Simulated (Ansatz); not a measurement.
**SiGeC (triplet): the correlation ladder at a displaced geometry (v2), cc-pVDZ**

One table from this session's results is given with a row withheld; the runs are named, their logs left out.

Method: cc-pVDZ, core rule «outside noble gas», up to 20 orbitals frozen; program: Ansatz 0.2.0, Gaussian basis.

Plan: UHF; CCSD(T) on ROHF; CCSD(T) on UHF; BCCD(T) on ROHF; CISD; CCSDT(Q) on ROHF; CCSDT(Q) on UHF.

20 further runs of the same task are left out: 9 that didn't finish, 11 set aside as unsound or not needed.

## The geometry

The geometry is a PBE0/def2-TZVP stationary point (not a proven minimum) with its atoms shifted at random (size 0.100 Å). No spin-orbit coupling is included. The filled d shell of Ge may be among the frozen orbitals whatever the setting's name suggests; the logs give the count.

3 atoms, charge 0, spin multiplicity 3.

Atoms are counted from 1 here; the program's logs count them from 0.

Bond lengths: C1–Ge2 1.999 Å, C1–Si3 1.715 Å, Ge2–Si3 2.400 Å. Angles: Ge2–C1–Si3 80.1°, C1–Ge2–Si3 44.7°, C1–Si3–Ge2 55.1°.

The first run:

Input file in.yaml:

```yaml
crystal:
  periodic: [false, false, false]
  atoms:
    - {symbol: C, position_ang: [0.128221, -1.188991, -0.774833]}
    - {symbol: Ge, position_ang: [-0.036653, 0.082767, 0.758605]}
    - {symbol: Si, position_ang: [0.039967, 0.294402, -1.630692]}
basis:
  gaussian: {orbitals: cc-pVDZ}
magnetization: {spin_polarized: true, initial_magnetization: 2}
hamiltonian: {xc: hf}
output: {orbitals: {seedname: orbitals}}
```

Started as:

```sh
> ansatz run in.yaml --threads 1 --pin off --events-out ev --progress --plain --max-ram 2393MiB
```

Among the steps run: UHF; CCSD(T) on ROHF; CCSD(T) on UHF; BCCD(T) on ROHF; CISD; CCSDT(Q) on ROHF; CCSDT(Q) on UHF.

One table of the session follows, with a row left open; its other results are not shown here.

It belongs to the step «Misses and costs». 

```
   method  from RCCSDT(Q) (kcal/mol)
     ROHF                    +199.82
      UHF                    +191.84
     RMP2                     +30.11
     UMP2                     +37.14
     CISD                          ?
    RCCSD                     +14.54
    UCCSD                     +14.31
 RCCSD(T)                      +2.22
 UCCSD(T)                      +2.68
  BCCD(T)                      +1.99
   RCCSDT                      +1.41
   UCCSDT                      +1.33
RCCSDT(Q)                          0
UCCSDT(Q)                      -0.21
```

**Question.** Estimate the row for CISD.

**Answer.** from RCCSDT(Q) (kcal/mol): +36.09. In the column «from RCCSDT(Q) (kcal/mol)» it lies between RMP2 (+30.11) and UMP2 (+37.14).

Caveats from the session: Warnings: spin contamination; large T1 diagnostic. Restricted and unrestricted rows rest on different reference determinants; where their highest levels disagree by more than a few hundredths of an eV, they describe different states and don't form one ladder.
